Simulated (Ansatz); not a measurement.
**CH7ClSiSn: small, medium and large basis sets**

An exercise on one series of results from a longer session: the logs are not shown, and one member is left open.

The runs use Ansatz 0.2.0, Gaussian basis; one geometry, several basis sets.

Plan: PBE0-D4/def2-SVP; ωB97M-V/def2-SVP; PBE0-D4/def2-QZVPP; ωB97M-V/def2-QZVPP; the functionals' def2-TZVPP values are taken from earlier runs.

### The geometry

The geometry comes from an earlier relaxation with PBE0-D4 in a triple-zeta def2 set; it is a stationary point, not always the lowest conformer. Sn takes the def2 core potential; no spin-orbit term is included.

SMILES `ClC[SiH2][SnH3]`, 11 atoms, charge 0, spin multiplicity 1.

Atoms are counted from 1 here; the program's logs count them from 0.

Bond lengths: Cl1–C2 1.786 Å, C2–Si3 1.891 Å, C2–H5 1.090 Å, C2–H6 1.090 Å, Si3–Sn4 2.562 Å, Si3–H7 1.491 Å, Si3–H8 1.486 Å, Sn4–H9 1.704 Å, Sn4–H10 1.708 Å, Sn4–H11 1.709 Å. Angles: Cl1–C2–Si3 109.4°, Cl1–C2–H5 107.4°, Cl1–C2–H6 107.4°, Si3–C2–H5 112.0°, Si3–C2–H6 111.8°, H5–C2–H6 108.5°, C2–Si3–Sn4 109.5°, C2–Si3–H7 108.1°, C2–Si3–H8 108.6°, Sn4–Si3–H7 111.2°, Sn4–Si3–H8 110.9°, H7–Si3–H8 108.5°, Si3–Sn4–H9 111.8°, Si3–Sn4–H10 109.6°, Si3–Sn4–H11 110.4°, H9–Sn4–H10 108.8°, H9–Sn4–H11 108.2°, H10–Sn4–H11 108.0°.

As a file:

```csv
atom,x (Å),y (Å),z (Å)
Cl1,-0.92991,2.03538,1.10256
C2,0.71184,1.35197,0.93422
Si3,0.59071,-0.51277,0.64448
Sn4,-0.93700,-0.96856,-1.36097
H5,1.25950,1.58933,1.84679
H6,1.19335,1.86086,0.09893
H7,1.96657,-1.03349,0.40251
H8,0.05426,-1.14983,1.87569
H9,-2.58416,-0.87510,-0.93513
H10,-0.62266,0.17202,-2.59329
H11,-0.63711,-2.52691,-1.99519
```

The first run:

in.yaml

```yaml
crystal:
  periodic: [false, false, false]
  atoms:
    - {symbol: Cl, position_ang: [-0.929909, 2.035381, 1.102564]}
    - {symbol: C, position_ang: [0.711845, 1.351967, 0.934221]}
    - {symbol: Si, position_ang: [0.590712, -0.512768, 0.644476]}
    - {symbol: Sn, position_ang: [-0.937001, -0.968562, -1.360969]}
    - {symbol: H, position_ang: [1.259498, 1.589328, 1.846789]}
    - {symbol: H, position_ang: [1.193347, 1.860858, 0.098928]}
    - {symbol: H, position_ang: [1.966569, -1.033489, 0.402513]}
    - {symbol: H, position_ang: [0.054261, -1.149828, 1.875686]}
    - {symbol: H, position_ang: [-2.584159, -0.875100, -0.935126]}
    - {symbol: H, position_ang: [-0.622658, 0.172021, -2.593294]}
    - {symbol: H, position_ang: [-0.637105, -2.526910, -1.995186]}
basis:
  gaussian: {orbitals: def2-SVP}
hamiltonian: {xc: pbe0, dispersion: d4}
output: {orbitals: {seedname: orbitals}}
```

Steps of the session up to this table: PBE0-D4 in def2-SVP; ωB97M-V in def2-SVP; PBE0-D4 in def2-QZVPP; ωB97M-V in def2-QZVPP.

One of the session's tables, all rows but one given; the rest of the session is left out.

It belongs to the step «Density functionals: the series». 

```
functional       basis  HOMO (eV)  LUMO (eV)
   PBE0-D4    def2-SVP      -7.95       0.01
   PBE0-D4  def2-TZVPP      -7.96      -0.35
   PBE0-D4  def2-QZVPP      -7.96      -0.47
   ωB97M-V    def2-SVP          ?          ?
   ωB97M-V  def2-TZVPP      -9.97       1.26
   ωB97M-V  def2-QZVPP      -9.97       0.94
```

**Question.** Estimate the row for ωB97M-V, def2-SVP.

As computed: HOMO (eV): -9.92; LUMO (eV): 1.82. In the column «HOMO (eV)» it lies between ωB97M-V, def2-QZVPP (-9.97) and PBE0-D4, def2-TZVPP (-7.96).
